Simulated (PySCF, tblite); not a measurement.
# C₆H₁₁O radical: geometry, infrared bands and EPR parameters

Aim: predict the infrared bands and EPR parameters of C₆H₁₁O radical (`C=C[C](C)COC`).

Programs: tblite 0.8.0 and PySCF 2.14.0, with density-fitted response routines of our own. Each step states its level of theory. These are calculated values for one molecule in the gas phase, unless marked as measured. Atoms are numbered from 0 throughout.

## (1) Starting geometry

18 atoms, charge 0, multiplicity 2; geometry from: force field or distance geometry start.

Bonds of the start (Å): C0–C1 1.31, C1–C2 1.51, C2–C3 1.50, C2–C4 1.51, C4–O5 1.39, O5–C6 1.41, C0–H7 1.07, C0–H8 1.10, C1–H9 1.08, C3–H10 1.13, C3–H11 1.12, C3–H12 1.09, C4–H13 1.12, C4–H14 1.13, C6–H15 1.13, C6–H16 1.08, C6–H17 1.12.

## (2) Geometry optimisation with GFN2-xTB

What the job is given:

```
{"job": {"kind": "relax", "xc": "GFN2-xTB", "basis": "xTB"}, "charge": 0, "multiplicity": 2}
C     -2.872500     0.819000     0.563400
C     -1.623500     0.818400     0.160600
C     -0.635500    -0.260100     0.516700
C     -0.898600    -1.543400    -0.224200
C      0.727300     0.316200     0.222800
O      1.741900    -0.589300     0.491300
C      2.952100     0.058200     0.176300
H     -3.324200     0.061500     1.175500
H     -3.506400     1.665100     0.249800
H     -1.284500     1.653500    -0.443300
H     -0.009500    -2.198700    -0.004800
H     -1.811600    -2.049200     0.172400
H     -0.950500    -1.354000    -1.292900
H      0.705800     0.656800    -0.843800
H      0.863400     1.218600     0.896100
H      3.830800    -0.618800     0.392200
H      3.015400     0.395500    -0.852300
H      3.071300     0.957200     0.838200
```

Launch:

```bash
$ OMP_NUM_THREADS=1 python probes_run.py task.json out
```

One launch serves the whole session: the jobs run in the order shown.

**Question.** This job is followed by: GFN2-xTB harmonic vibrations, gas phase; UKS B3LYP, pcH-1 on C H O, non-relativistic, mean-field spin-orbit, GIAO. Predict these results of the whole session: strongest single infrared mode (GFN2-xTB); zero-point energy (GFN2-xTB); g(iso) (B3LYP); ⟨S²⟩; largest a(iso) (averaged by class); potential on the surface of density 0.002 e/bohr³, 1st and 99th percentile.

**Answer**, as computed:

| quantity | value |
| --- | --- |
| strongest single infrared mode (GFN2-xTB) | 1106 cm⁻¹, 115 km/mol |
| zero-point energy (GFN2-xTB) | 95.1 kcal/mol |
| g(iso) (B3LYP) | 2.00258 |
| ⟨S²⟩ | 0.775 (exact 0.75) |
| largest a(iso) (averaged by class) | 13C on C2, 60.4 MHz |
| potential on the surface of density 0.002 e/bohr³, 1st and 99th percentile | -1.35 V and 0.73 V |

In words: Relaxing lowered the energy by 1.175 eV in 154 steps; the close pair that moved most is C1–C2, from 1.505 to 1.387 Å. No mode is imaginary among the 48: a minimum at this level. The strongest single mode, at 1106 cm⁻¹, moves mainly O5 and C6. GFN2-xTB is a fitted tight-binding method: band positions and strengths are rough. Its intensities can rank the bands wrongly. The largest spin populations lie on C2 (0.65 e), C0 (0.64 e). The isotropic g lies 0.3 ppt above the free-electron value. These values are for one conformer; the search (at its own cheap level) found 2 more, at 0.00, 0.54 kcal/mol (those within 0.05 may be mirror or relabelled copies), and measured spectra average over such forms.
